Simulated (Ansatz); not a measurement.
# CH10AlNSi2: up Jacob's ladder to CCSD(T)

Aim: compute CH10AlNSi2 with functionals from several rungs and with coupled cluster, and see how far each lands from CCSD(T) at the basis-set limit for the atomisation energy.

Method: functionals in def2-TZVPP, the program's frozen cores in correlated methods; program: Ansatz 0.2.0, Gaussian basis.

Levels to be run: PBE-D4, r2SCAN-D4, PBE0-D4, B3LYP-D4, ωB97X-V, ωB97M-V, B2PLYP; CCSD(T)/def2-TZVPP; MP2/def2-QZVPP; extrapolation to the limit.

## Step 1: The relaxed structure

An earlier PBE0-D4 in a triple-zeta def2 set relaxation fixed the geometry.

SMILES `C[SiH]([AlH2])N[SiH3]`, 15 atoms, charge 0, spin multiplicity 1.

Atoms are counted from 1 here; the program's logs count them from 0.

Bond lengths: C1–Si2 1.876 Å, C1–H6 1.092 Å, C1–H7 1.094 Å, C1–H8 1.094 Å, Si2–Al3 2.469 Å, Si2–N4 1.764 Å, Si2–H9 1.498 Å, Al3–H10 1.593 Å, Al3–H11 1.592 Å, N4–Si5 1.701 Å, N4–H12 1.011 Å, Si5–H13 1.486 Å, Si5–H14 1.486 Å, Si5–H15 1.527 Å. Angles: Si2–C1–H6 111.2°, Si2–C1–H7 110.3°, Si2–C1–H8 111.1°, H6–C1–H7 108.1°, H6–C1–H8 108.4°, H7–C1–H8 107.6°, C1–Si2–Al3 117.8°, C1–Si2–N4 109.5°, C1–Si2–H9 106.3°, Al3–Si2–N4 97.6°, Al3–Si2–H9 116.0°, N4–Si2–H9 109.1°, Si2–Al3–H10 119.1°, Si2–Al3–H11 121.2°, H10–Al3–H11 119.3°, Si2–N4–Si5 120.5°, Si2–N4–H12 120.1°, Si5–N4–H12 119.0° and more.

## Step 2: PBE-D4 (GGA)

Contents of in.yaml:

```yaml
crystal:
  periodic: [false, false, false]
  atoms:
    - {symbol: C, position_ang: [-2.041348, 0.258262, 1.268128]}
    - {symbol: Si, position_ang: [-0.311098, 0.688227, 0.684447]}
    - {symbol: Al, position_ang: [1.477440, -0.971170, 1.065048]}
    - {symbol: N, position_ang: [-0.265954, 0.679765, -1.079062]}
    - {symbol: Si, position_ang: [0.978311, -0.132012, -1.906992]}
    - {symbol: H, position_ang: [-2.323634, -0.749852, 0.957110]}
    - {symbol: H, position_ang: [-2.096267, 0.305528, 2.359425]}
    - {symbol: H, position_ang: [-2.778476, 0.961450, 0.869534]}
    - {symbol: H, position_ang: [-0.035482, 2.076290, 1.174720]}
    - {symbol: H, position_ang: [1.082863, -2.499346, 1.283954]}
    - {symbol: H, position_ang: [2.990580, -0.520953, 1.269287]}
    - {symbol: H, position_ang: [-0.912412, 1.251833, -1.604926]}
    - {symbol: H, position_ang: [2.154212, 0.678625, -2.317024]}
    - {symbol: H, position_ang: [0.511329, -0.927186, -3.071640]}
    - {symbol: H, position_ang: [1.548038, -1.150360, -0.922710]}
basis:
  gaussian: {orbitals: def2-TZVPP}
hamiltonian: {xc: pbe, dispersion: d4}
output: {forces: true, orbitals: {seedname: orbitals}}
```

Started as:

```console
ansatz run in.yaml --threads 2 --pin off --events-out ev --progress --plain --max-ram 22528MiB --backend cuda --devices 0, --max-vram 18GiB
```

The runs that follow: r2SCAN-D4 (meta-GGA); PBE0-D4 (hybrid); B3LYP-D4 (hybrid); ωB97X-V (range-separated); ωB97M-V (range-separated); B2PLYP (double hybrid); CCSD(T) in def2-TZVPP; MP2 in def2-QZVPP.

Q: Predict the results of all the runs planned. Wanted: atomisation energy, CCSD(T)/CBS; farthest; mean size of error, hybrid; mean size of error, range-separated; gap, smallest and largest; T1 diagnostic; triples share of the correlation energy.

As calculated:

```
                               quantity                                 value
        atomisation energy, CCSD(T)/CBS                         4816.2 kJ/mol
 functionals within 24.1 kJ/mol (0.5 %)  PBE-D4, r2SCAN-D4, B3LYP-D4, ωB97M-V
                               farthest                 B2PLYP (-77.2 kJ/mol)
             mean size of error, hybrid                           25.5 kJ/mol
    mean size of error, range-separated                           16.5 kJ/mol
              gap, smallest and largest   3.84 eV (PBE-D4), 9.91 eV (ωB97X-V)
                          T1 diagnostic                                0.0114
triples share of the correlation energy                                 3.6 %
```

What this shows: PBE-D4 is off by -18.8 kJ/mol. Double hybrids carry the basis error of their MP2 part in triple zeta, and no dispersion term here, so their miss is partly the set-up's. The reference freezes the cores and leaves out relativity and excitations past (T), so misses under about 24.1 kJ/mol can't be ranked. Hartree-Fock recovers 74 % of the binding; the rest is correlation. Orbital gaps span 3.8 to 9.9 eV; exact exchange widens them.
